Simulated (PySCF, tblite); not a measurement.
# C6H12F radical: geometry, infrared bands and EPR parameters

Aim: predict the infrared bands and EPR parameters of C6H12F radical (`[CH2]C[C@H](C)CCF`).

Programs: tblite 0.8.0 and PySCF 2.14.0, with density-fitted response routines of our own. Each step states its level of theory. These are calculated values for one molecule in the gas phase, unless marked as measured. Atoms count from 0, in the outputs and in this text.

## 1. Starting geometry

19 atoms, charge 0, multiplicity 2; geometry from: force field or distance geometry start.

Bonds of the start (Å): C0–C1 1.48, C1–C2 1.48, C2–C3 1.52, C2–C4 1.45, C4–C5 1.48, C5–F6 1.40, C0–H7 1.12, C0–H8 1.13, C1–H9 1.12, C1–H10 1.11, C2–H11 1.11, C3–H12 1.11, C3–H13 1.12, C3–H14 1.11, C4–H15 1.12, C4–H16 1.12, C5–H17 1.10, C5–H18 1.12.

## 2. Optimising the geometry with GFN2-xTB

The job: settings as JSON, then the geometry in Å.

```
{"job": {"kind": "relax", "xc": "GFN2-xTB", "basis": "xTB"}, "charge": 0, "multiplicity": 2}
C     -1.190700     1.331100     1.273000
C     -0.793400     1.103600    -0.129600
C     -0.261800    -0.228600    -0.514100
C     -1.381300    -1.227800    -0.243600
C      0.962700    -0.760700     0.048000
C      2.252400    -0.063500    -0.123600
F      2.655100     0.116900    -1.454600
H     -2.193400     1.819500     1.300600
H     -0.522800     2.047600     1.829800
H     -1.724800     1.260600    -0.736900
H     -0.091000     1.893700    -0.476700
H     -0.187600    -0.224100    -1.625600
H     -2.250800    -0.954900    -0.873900
H     -0.991400    -2.197100    -0.648300
H     -1.639500    -1.275100     0.839000
H      1.114900    -1.789400    -0.368500
H      0.805200    -0.942300     1.140700
H      2.390800     0.849600     0.473800
H      3.037700    -0.749800     0.283000
```

Launch:

```
$ OMP_NUM_THREADS=1 python probes_run.py task.json out
```

This one command runs all jobs of the session in turn.

What it wrote:

```text
step      E/eV     max force
  0    -641.55180    3.006
  1    -641.96635    1.592
  2    -642.10563    1.014
  3    -642.24636    0.704
  4    -642.33754    0.510
  5    -642.37200    0.369
  6    -642.39036    0.402
  7    -642.41461    0.402
  8    -642.43811    0.480
  9    -642.45667    0.310
 10    -642.46842    0.274
 11    -642.47870    0.249
 12    -642.49437    0.436
 13    -642.52061    0.588
 14    -642.55399    0.501
 15    -642.58120    0.360
 16    -642.59917    0.312
 17    -642.61194    0.262
 18    -642.62124    0.242
 19    -642.62857    0.194
 20    -642.63325    0.219
 21    -642.63702    0.148
 22    -642.64184    0.153
 23    -642.64541    0.114
 24    -642.64770    0.102
 25    -642.64914    0.097
 26    -642.65056    0.085
 27    -642.65197    0.090
 28    -642.65298    0.059
 29    -642.65353    0.054
 30    -642.65389    0.043
 31    -642.65422    0.048
 32    -642.65450    0.034
 33    -642.65471    0.030
 34    -642.65491    0.035
 35    -642.65517    0.049
 36    -642.65550    0.051
 37    -642.65584    0.046
 38    -642.65614    0.041
 39    -642.65643    0.046
 40    -642.65679    0.057
 41    -642.65725    0.054
 42    -642.65774    0.062
 43    -642.65821    0.054
 44    -642.65868    0.060
 45    -642.65916    0.069
 46    -642.65961    0.049
 47    -642.65999    0.043
 48    -642.66034    0.051
 49    -642.66075    0.050
 50    -642.66125    0.052
 51    -642.66173    0.045
 52    -642.66210    0.034
 53    -642.66241    0.044
 54    -642.66275    0.053
 55    -642.66311    0.056
 56    -642.66342    0.038
 57    -642.66364    0.033
 58    -642.66381    0.031
 59    -642.66398    0.062
 60    -642.66414    0.040
 61    -642.66427    0.019
 62    -642.66434    0.017
 63    -642.66439    0.018
 64    -642.66447    0.019
 65    -642.66452    0.015
 66    -642.66455    0.016
 67    -642.66458    0.015
 68    -642.66462    0.018
 69    -642.66466    0.014
 70    -642.66469    0.014
 71    -642.66472    0.014
 72    -642.66474    0.016
 73    -642.66478    0.019
 74    -642.66483    0.017
 75    -642.66488    0.015
 76    -642.66492    0.014
 77    -642.66496    0.015
 78    -642.66500    0.017
 79    -642.66506    0.017
 80    -642.66514    0.022
 81    -642.66524    0.030
 82    -642.66539    0.033
 83    -642.66555    0.028
 84    -642.66569    0.020
 85    -642.66576    0.017
 86    -642.66581    0.018
 87    -642.66584    0.014
 88    -642.66586    0.011
 89    -642.66588    0.009
```

It took 0.44 s on 1 thread of Arm Neoverse V2, shared host.

Step by step: (not every step is listed)

| step | energy from step 0 (eV) | largest force (eV/Å) |
| --- | --- | --- |
| 0 | 0.0000 | 3.0059 |
| 1 | -0.4146 | 1.5918 |
| 2 | -0.5538 | 1.0140 |
| 3 | -0.6946 | 0.7040 |
| 4 | -0.7857 | 0.5104 |
| 5 | -0.8202 | 0.3687 |
| 6 | -0.8386 | 0.4024 |
| 7 | -0.8628 | 0.4018 |
| 8 | -0.8863 | 0.4799 |
| 15 | -1.0294 | 0.3600 |
| 22 | -1.0900 | 0.1528 |
| 29 | -1.1017 | 0.0540 |
| 36 | -1.1037 | 0.0509 |
| 43 | -1.1064 | 0.0538 |
| 50 | -1.1095 | 0.0522 |
| 57 | -1.1118 | 0.0326 |
| 64 | -1.1127 | 0.0189 |
| 71 | -1.1129 | 0.0136 |
| 78 | -1.1132 | 0.0168 |
| 84 | -1.1139 | 0.0201 |
| 85 | -1.1140 | 0.0167 |
| 86 | -1.1140 | 0.0179 |
| 87 | -1.1140 | 0.0142 |
| 88 | -1.1141 | 0.0106 |
| 89 | -1.1141 | 0.0086 |

Distances of close pairs at the start and the end, largest changes first:

| bond | before (Å) | after (Å) | change (Å) |
| --- | --- | --- | --- |
| C2–C4 | 1.449 | 1.532 | +0.084 |
| C1–C2 | 1.485 | 1.559 | +0.074 |
| C0–H8 | 1.127 | 1.073 | -0.054 |
| C4–C5 | 1.476 | 1.521 | +0.045 |
| C0–H7 | 1.116 | 1.072 | -0.043 |
| C3–H13 | 1.120 | 1.088 | -0.033 |
| C1–H9 | 1.123 | 1.093 | -0.030 |
| C4–H15 | 1.120 | 1.092 | -0.028 |

The end geometry stands in the next job.

## 3. Vibrational analysis with GFN2-xTB

The job: settings as JSON, then the geometry in Å.

```
{"job": {"kind": "ir", "xc": "GFN2-xTB", "basis": "xTB"}, "charge": 0, "multiplicity": 2}
C     -0.966562     1.400449     1.201984
C     -0.720555     1.184978    -0.229952
C     -0.308374    -0.272935    -0.597999
C     -1.480351    -1.224522    -0.381061
C      0.905628    -0.751581     0.204938
C      2.180069     0.025090    -0.090018
F      2.522872    -0.090598    -1.417936
H     -1.938924     1.239246     1.624280
H     -0.165749     1.663268     1.866172
H     -1.625732     1.405060    -0.802053
H      0.073374     1.850021    -0.579182
H     -0.042337    -0.277947    -1.660062
H     -2.346918    -0.902378    -0.953502
H     -1.217197    -2.230466    -0.700761
H     -1.752809    -1.257333     0.671258
H      1.084906    -1.803109    -0.030825
H      0.696416    -0.670831     1.272961
H      2.067816     1.094093     0.110643
H      3.024622    -0.371256     0.483652
```

What it wrote:

```text
mode    cm-1     km/mol
  1      38.9      2.91
  2      77.0      3.21
  3     113.2      2.07
  4     154.3      1.89
  5     218.1      0.75
  6     235.9      2.07
  7     282.4      1.12
  8     334.2      0.79
  9     371.4      1.08
 10     453.3     36.59
 11     510.1      9.30
 12     575.1     12.03
 13     783.5      3.26
 14     803.4      3.61
 15     876.3      7.69
 16     919.4      2.89
 17     981.6     20.24
 18     995.2      1.46
 19    1020.7      0.50
 20    1062.2     17.80
 21    1088.5     36.06
 22    1127.5     10.73
 23    1142.5     13.93
 24    1162.3     15.77
 25    1186.2      2.34
 26    1222.2      2.91
 27    1245.4      1.17
 28    1268.5      7.74
 29    1302.0      1.18
 30    1321.4      6.04
 31    1334.3      7.40
 32    1360.5      3.56
 33    1405.8      2.78
 34    1413.7      2.97
 35    1449.0      1.03
 36    1460.2      1.35
 37    1483.8      2.07
 38    1499.8      1.91
 39    1503.2      1.98
 40    2940.5     16.30
 41    2942.2     37.29
 42    2952.2     31.67
 43    2956.7     39.99
 44    2961.6     18.17
 45    2982.5     48.67
 46    2991.3     27.38
 47    3030.6     43.44
 48    3036.5     42.40
 49    3041.3     25.33
 50    3131.7     25.23
 51    3170.0     41.69
```

Wall time 0.47 s (1 thread of Arm Neoverse V2, shared host).

The strongest bands and the atoms that carry them (share of the mass-weighted mode):

| cm⁻¹ | km/mol | atoms |
| --- | --- | --- |
| 453 | 36.6 | H8 33 %, H7 28 %, C2 11 % |
| 1088 | 36.1 | C5 34 %, C4 22 % |
| 2942 | 37.3 | H18 64 %, H11 20 % |
| 2957 | 40.0 | H9 64 %, H10 26 % |
| 2982 | 48.7 | H15 69 %, H16 12 % |
| 3031 | 43.4 | H13 77 % |
| 3036 | 42.4 | H14 50 %, H12 40 % |
| 3170 | 41.7 | H7 57 %, H8 32 %, C0 10 % |

## 4. EPR parameters: B3LYP/pcH-1

Settings changed since step 3:

```diff
@@ -1,2 +1,2 @@
-{"job": {"kind": "ir", "xc": "GFN2-xTB", "basis": "xTB"}, "charge": 0, "multiplicity": 2}
+{"job": {"kind": "epr", "basis": "pcH-1"}, "charge": 0, "multiplicity": 2}
 C     -0.966562     1.400449     1.201984
```

With the program's defaults for keys left out, this is: UKS B3LYP, pcH-1 on C F H, non-relativistic, mean-field spin-orbit, GIAO.

What it wrote:

```text
UKS, coarse grid
  cycle   1  E = -335.59406875  |g| = 4.36e-01
  cycle   2  E = -335.54699998  |g| = 5.92e-01
  cycle   3  E = -335.67189727  |g| = 5.62e-02
  cycle   4  E = -335.67267533  |g| = 3.26e-02
  cycle   5  E = -335.67311324  |g| = 5.47e-03
  cycle   6  E = -335.67312695  |g| = 2.30e-03
  cycle   7  E = -335.67313013  |g| = 1.01e-03
  cycle   8  E = -335.67313062  |g| = 2.76e-04
UKS, final grid
  cycle   1  E = -335.67308786  |g| = 3.15e-04
  cycle   2  E = -335.67308783  |g| = 4.20e-04
  cycle   3  E = -335.67308791  |g| = 2.86e-05
  cycle   4  E = -335.67308791  |g| = 1.44e-05
E = -335.67308791 Eh   <S^2> = 0.7537 (exact 0.7500)
g shifts (ppm)      1          2          3
  rmc          -140       -140       -140
  gc              5         36         25
  oz_so          -8        612        844
  total        -143        507        729
hyperfine (MHz)  atom isotope    a_iso     a_fc   dipolar eigenvalues
    0   13C      89.81      89.81    -80.59    -79.77    160.36
    1   13C     -33.78     -33.78     -2.34      0.21      2.13
    2   13C      74.15      74.15     -7.41     -6.70     14.11
    3   13C      -0.90      -0.90     -1.10      0.30      0.80
    4   13C       0.98       0.98     -1.54      0.04      1.49
    5   13C       0.15       0.15     -0.50     -0.09      0.59
    6   19F       3.53       3.53     -2.36     -1.14      3.50
    7    1H     -63.53     -63.53    -39.12      0.08     39.04
    8    1H     -62.98     -62.98    -39.07     -0.01     39.08
    9    1H      36.87      36.87     -4.73     -4.44      9.17
   10    1H      44.56      44.56     -4.68     -4.52      9.20
   11    1H       0.02       0.02     -4.25     -2.06      6.31
   12    1H       0.66       0.66     -1.82     -1.55      3.36
   13    1H       0.04       0.04     -1.63     -0.90      2.53
   14    1H      -0.31      -0.31     -4.28     -2.82      7.10
   15    1H      -0.29      -0.29     -1.86     -1.00      2.86
   16    1H      -0.57      -0.57     -5.64     -3.21      8.84
   17    1H       0.19       0.19     -2.02     -1.72      3.74
   18    1H      -0.08      -0.08     -0.94     -0.83      1.77
```

Run time: 86 s. Hardware: 1 thread of Arm Neoverse V2, shared host; peak memory 0.97 GiB.

Principal g values 2.00218, 2.00283, 2.00305; g(iso) = 2.00268, against 2.00232 for a free electron.

Hyperfine couplings; where a row names several nuclei, a(iso) is their mean (it holds for fast rotation or exchange) and the dipolar term the largest among them:

| nuclei | isotope | a(iso) (MHz) | a(iso) (G, at g = 2.0023) | largest dipolar term (MHz) |
| --- | --- | --- | --- | --- |
| C0 | 13C | 89.8 | 32.0 | 160.4 |
| C2 | 13C | 74.2 | 26.5 | 14.1 |
| H7, H8 | 1H | -63.3 | -22.6 | -39.1 |
| H10 | 1H | 44.6 | 15.9 | 9.2 |
| H9 | 1H | 36.9 | 13.2 | 9.2 |
| C1 | 13C | -33.8 | -12.1 | -2.3 |
| F6 | 19F | 3.5 | 1.3 | 3.5 |
| C4 | 13C | 1.0 | 0.3 | -1.5 |
| C3 | 13C | -0.9 | -0.3 | -1.1 |
| H16 | 1H | -0.6 | -0.2 | 8.8 |
| H15 | 1H | -0.3 | -0.1 | 2.9 |
| H17 | 1H | 0.2 | 0.1 | 3.7 |
| C5 | 13C | 0.1 | 0.1 | 0.6 |
| H12, H13, H14 | 1H | 0.1 | 0.0 | 7.1 |

Mulliken spin populations:

C0 1.07; C1 -0.09; C2 0.06; C3 0.00; C4 0.00; C5 0.00; F6 0.00; H7 -0.05; H8 -0.05; H9 0.02; H10 0.02; H11 0.00; H12 0.00; H13 0.00; H14 0.00; H15 0.00; H16 0.00; H17 0.00; H18 0.00

In first order the couplings over 0.8 MHz of 1H, 19F give 24 distinct lines over 75.5 G, if the averaged nuclei exchange fast; the same motion can average rows kept apart here too.

Orbitals, density, ELF and potential are computed afterwards from the orbital file.

ELF in a plane through or near 6 of the atoms.

Ten even steps from ' ' (0.00) to '@' (1.00):
```
                                                        
                                                        
                                                        
                            ..##@@%%==                  
                  ..--::    --@@@@@@##..                
                ::@@@@@@##  ::@@@@@@**..                
                --@@@@@@@@::  **####++::                
                  ##@@@@@@--  ::**%%@@%%--              
      ::**@@@@**::====....==....**@@@@@@==              
      **@@@@@@@@****++::==**::  ::++##**::              
      **@@@@@@@@**--==++##==                            
      ::**@@@@##--......::    ==++++==--..              
          ..  ..::::      ..++##++##@@@@@@##            
                ....    ::%%@@%%..++@@@@@@%%..          
                        **@@@@@@##**%%@@@@++            
                        **@@@@%%++------::              
                        ..++**++::::....                
                                                        
                                                        
                                                        
```
The map spans 11.2 Å across and 10.0 Å up, centred on the molecule. Atoms in the plane (x, y in Å): C4 (-0.9, 0.5), H7 (2.1, -1.7), H8 (0.3, -2.3), H14 (1.8, 0.9), H15 (-1.1, 1.6), H18 (-3.0, 0.0).

On the surface of density 0.002 e/bohr³ the electrostatic potential runs, from the 1st to the 99th percentile, from -1.12 V near F6 to 0.87 V near H17.

The spin density lies nearest to C0 63 %; H7, H8 about 10 % each.

## 5. Summary of results

| quantity | value |
| --- | --- |
| strongest single infrared mode (GFN2-xTB) | 2982 cm⁻¹, 49 km/mol |
| zero-point energy (GFN2-xTB) | 102.8 kcal/mol |
| g(iso) (B3LYP) | 2.00268 |
| ⟨S²⟩ | 0.754 (exact 0.75) |
| largest a(iso) (averaged by class) | 13C on C0, 89.8 MHz |
| potential on the surface of density 0.002 e/bohr³, 1st and 99th percentile | -1.12 V and 0.87 V |

The optimisation took 89 steps and gained 1.114 eV; among the close pairs (by a distance rule), C2–C4 changed most, from 1.449 to 1.532 Å. No mode is imaginary among the 51: a minimum at this level. The strongest single mode, at 2982 cm⁻¹, moves mainly H15. GFN2-xTB is a fitted tight-binding method: band positions and strengths are rough. Its intensities can rank the bands wrongly. Most of the unpaired spin sits on C0 (1.07 e). The isotropic g lies 0.4 ppt above the free-electron value. These values are for one conformer; the search (at its own cheap level) found 2 more, at 0.00, 0.06 kcal/mol (those within 0.05 may be mirror or relabelled copies), and measured spectra average over such forms.
